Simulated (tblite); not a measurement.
# C8H15O: the cost of one run

The runs use tblite 0.8.0 and PySCF 2.14.0, with density-fitted response routines of our own; the level of theory stands in each step. All values are computed, except where a source is named. Atoms are numbered from 0 throughout.

### 1 Starting geometry

24 atoms, charge 1, multiplicity 1; geometry from: force field or distance geometry start.

Bonds of the start (Å): C0–O1 1.35, O1–C2 1.34, C2–C3 1.49, C3–C4 1.53, C4–C5 1.53, C5–C6 1.51, C6–C7 1.47, C6–C8 1.49, C5–C3 1.47, C0–H9 1.10, C0–H10 1.12, C0–H11 1.13, C2–H12 1.15, C2–H13 1.15, C3–H14 1.16, C4–H15 1.10, C4–H16 1.09, C5–H17 1.09, C7–H18 1.12, C7–H19 1.11, C7–H20 1.09, C8–H21 1.11, C8–H22 1.12, C8–H23 1.12.

### 2 Geometry optimisation with GFN2-xTB

What the job is given:

```
{"job": {"kind": "relax", "xc": "GFN2-xTB", "basis": "xTB"}, "charge": 1, "multiplicity": 1}
C      2.984400     0.974300     0.403000
O      2.806700    -0.261800    -0.103900
C      1.981900    -1.160200     0.447900
C      0.520000    -0.927000     0.243500
C      0.035900    -0.972000    -1.206900
C     -0.172800     0.250500    -0.309700
C     -1.635900     0.401800     0.050900
C     -2.628600    -0.626900    -0.301400
C     -2.124500     1.595900     0.794400
H      2.083100     1.595200     0.463300
H      3.508100     0.997800     1.392800
H      3.660300     1.525200    -0.323200
H      2.172100    -1.324300     1.566600
H      2.174300    -2.212100     0.016200
H     -0.186500    -1.521800     0.949900
H      0.841000    -0.909600    -1.961100
H     -0.812200    -1.605400    -1.459900
H      0.310400     1.164800    -0.656900
H     -3.586600    -0.365200     0.212700
H     -2.818000    -0.537300    -1.393400
H     -2.335200    -1.660500    -0.095600
H     -1.349200     1.944900     1.510400
H     -3.003900     1.251800     1.391400
H     -2.436500     2.401500     0.077800
```

Command:

```console
> OMP_NUM_THREADS=1 python probes_run.py task.json out
```

One launch serves the whole session: the jobs run in the order shown.

**Question.** How long does this first job take on 1 thread of Intel Xeon Platinum 8259CL at 2.50GHz, shared host, and how much memory does it need?

About 2 s, with a peak of 0.18 GiB.
